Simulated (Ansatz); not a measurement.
# SnO: the cost of one run

Method: DFT PBE+D3(BJ), scalar-relativistic, plane waves, PAW, in Ansatz 0.2.0.

4 further runs of the same task are left out: 4 set aside as unsound or not needed. Runs told in other sessions of the task aren't counted.

## Step 1: The structure to begin with

It takes space group P4/nmm (No. 129, tetragonal). Conventional cell: a = 3.836 Å, b = 3.836 Å, c = 4.761 Å, α = 90.00°, β = 90.00°, γ = 90.00°. Sn (site symmetry 4mm) is surrounded by 4 O at 2.24 Å. O (site symmetry -4m2) has 4 Sn at 2.24 Å in its first shell of neighbours.

As a file:

```
Sn O
1.0
     3.83637    0.00000    0.00000
     0.00000    3.83637    0.00000
     0.00000    0.00000    4.76051
Sn O
2 2
Direct
  0.00000 0.50000 0.24325
  0.50000 0.00000 0.75675
  0.00000 0.00000 0.00000
  0.50000 0.50000 0.00000
```

It is the result of an earlier relaxation at this level (volume 17.52 Å³/atom; gap on the mesh: none (metal)).

## Step 2: Plan of the scan

Atoms count from 1 in the order of the input.

The upper layer of a bilayer is slid along a line and lifted, both layers rigid.

The axes are (1) slide of the upper layer along the diagonal of the surface cell, from Sn5 above Sn4: 8 values from 0.00 to 4.73 Å, periodic; (2) distance between the facing planes of atoms: 6 values from 3.50 to 5.30 Å.

Nothing else is relaxed. Energies count from the two layers apart. Points are written as (first, second).

## Step 3: Grid point (1.35 Å, 3.50 Å)

A dipole layer in the vacuum cancels the field that periodic copies would set up if the slab's two faces differ.

The input, input.yaml:

```yaml
crystal:
  lattice:
    - [3.8201715376, 0.0, 0.0]
    - [0.0, 3.8201715376, 0.0]
    - [0.0, 0.0, 22.2260699824]
  atoms:
    - { symbol: Sn, position: [0.5, 0.0, 0.2024649434] }
    - { symbol: O, position: [0.0, 0.0, 0.2556240262] }
    - { symbol: O, position: [0.5, 0.5, 0.2556240262] }
    - { symbol: Sn, position: [0.0, 0.5, 0.3087831091] }
    - { symbol: Sn, position: [0.25, 0.75, 0.4662558428] }
    - { symbol: O, position: [0.75, 0.75, 0.5194149256] }
    - { symbol: O, position: [0.25, 0.25, 0.5194149256] }
    - { symbol: Sn, position: [0.75, 0.25, 0.5725740085] }
basis:
  ecutwfc: 420
kpoints:
  mp_grid: { grid: [7, 7, 1] }
hamiltonian:
  xc: pbe
  pseudopotentials: { kind: paw, azcp: { folder: soft_1 } }
  dispersion: d3bj
scf:
  occupations: { method: gaussian, width: 0.05 }
output:
  forces: true
  eigenvalues: true
efield:
  axis: 3
  dipole_correction: true
  ramp_width: 0.04
```

On the command line:

```console
$ ansatz run input.yaml --threads 2 --pin off --max-ram 6144MiB --backend cpu --events-out ev --progress --plain --runs-dir out
```

**Question.** How long does this run take on 2 threads of Arm Neoverse N1, shared host, and how much memory does it need?

About 30 s, with a peak of 0.57 GiB.
